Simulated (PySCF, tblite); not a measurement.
**Si₃NH₈ radical, a small gas-phase stand-in for a defect centre (nitride N site): EPR parameters**

Aim: the EPR parameters of `[SiH2]N([SiH3])[SiH3]`. It is drawn as: silyl radical.

Programs: tblite 0.8.0 and PySCF 2.14.0. All values are calculated, for the isolated system unless a continuum is named. Atoms count from 0, parts from 1.

## 1. The system as given

12 atoms, charge 0, multiplicity 2; geometry: distance geometry start.

## 2. Geometry optimisation with GFN2-xTB

Job settings and geometry (Å):

```
{"job": {"kind": "relax", "xc": "GFN2-xTB", "basis": "xTB"}, "charge": 0, "multiplicity": 2}
Si    -2.143394    -0.624283    -1.589784
N     -0.959585    -0.277732    -0.233259
Si    -1.668122    -0.180058     1.449209
Si     0.669632    -1.109608    -0.359449
H     -3.190769     0.316745    -1.534580
H     -1.442846    -0.538656    -2.838247
H     -2.663952    -1.954158    -1.426883
H     -2.110783     1.136030     1.672223
H     -2.774046    -1.062536     1.539596
H     -0.671281    -0.536718     2.407523
H      1.787617    -0.231447    -0.343451
H      0.803277    -2.282857     0.378833
```

With the program's defaults for keys left out, this is: GFN2-xTB geometry optimisation, gas phase.

The run is started by

```
> OMP_NUM_THREADS=1 python cluster_run.py task.json out
```

One launch serves the whole session: the jobs run in the order shown.

**Question.** The jobs that follow are: PBE0-D3(BJ)/def2-SVP geometry optimisation, gas phase; UKS B3LYP, IGLO-III on N Si, pcH-1 on H, non-relativistic, mean-field spin-orbit, GIAO; UKS BHandHLYP, IGLO-III on N Si, pcH-1 on H, non-relativistic, mean-field spin-orbit, GIAO. Predict: rotational constants (main isotopes); g(iso) (B3LYP); ⟨S²⟩; largest a(iso).

The runs gave:

```
                            quantity                    value
rotational constants (main isotopes)     3.23, 3.02, 1.63 GHz
                      g(iso) (B3LYP)                  2.00275
                                ⟨S²⟩       0.752 (exact 0.75)
                      largest a(iso)  29Si on Si3, -613.2 MHz
```

In words: The start of the PBE0/def2-SVP relaxation was shaken at random by about 0.01 Å, so part of the energy gained, and of the first lengths quoted, undoes that. Relaxing lowered the energy by 0.198 eV in 8 steps; the close pair that moved most is Si3–H10, from 1.449 to 1.502 Å (PBE0/def2-SVP). No frequency check was run at this level, so the end point may be a saddle. Most of the unpaired spin sits on Si3 (0.82 e). The isotropic g lies 0.4 ppt above the free-electron value. The coupling of 29Si on Si3 runs from -647.8 (BHandHLYP/IGLO-III+pcH-1) to -613.2 MHz (B3LYP/IGLO-III+pcH-1). A capped cluster stands for the solid here, so long-range fields and strain are missing, and bands or shifts of the capping hydrogens have no counterpart in it.
